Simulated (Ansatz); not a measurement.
# Nb (hcp type): the cost of one run

Program: Ansatz 0.2.0. Level of theory: DFT, LDA, PAW with Ansatz's default frozen-core files, scalar-relativistic. These are calculated values, not measurements.

5 further runs of the same task are left out: 5 that didn't finish.

## 1. The structure to begin with

It takes space group P6_3/mmc (No. 194, hexagonal). Conventional cell: a = 2.956 Å, b = 2.956 Å, c = 4.789 Å, α = 90.00°, β = 90.00°, γ = 120.00°. Nb (site symmetry -6m2) has 12 Nb at 2.94 to 2.96 Å as nearest neighbours.

As a file:

```
CELL_PARAMETERS angstrom
2.95639 0.00000 0.00000
-1.47820 2.56031 0.00000
0.00000 0.00000 4.78936
ATOMIC_POSITIONS crystal
Nb 0.33333 0.66667 0.25000
Nb 0.66667 0.33333 0.75000
```

Atoms are numbered in the order of the input: Nb1, Nb2.

## 2. Shortest bond scaled by 1, PAW

input.yaml

```yaml
crystal:
  lattice:
    - [2.9563926124, 0.0, 0.0]
    - [-1.4781963062, 2.5603111058, 0.0]
    - [0.0, 0.0, 4.789356032]
  atoms:
    - { symbol: Nb, position: [0.3333333333, 0.6666666667, 0.25] }
    - { symbol: Nb, position: [0.6666666667, 0.3333333333, 0.75] }
kpoints:
  mp_grid: { grid: [12, 12, 6] }
scf:
  occupations: { method: fermi_dirac, width: 0.05 }
hamiltonian:
  xc: lda
  pseudopotentials: { kind: paw }
output:
  forces: true
  stress: true
  eigenvalues: true
  efg: { contact_densities: true }
  populations: true
  write_density: true
  write_potential: true
  elf: true
  volumetric_format: npy
```

Launch:

```console
> ansatz run input.yaml --threads 1 --pin off --max-ram 2048MiB --backend cpu --events-out ev --progress --plain --runs-dir out
```

**Question.** How long does this run take on 1 thread of Arm Neoverse V1, shared host, and how much memory does it need?

About 4 s, with a peak of 0.35 GiB.
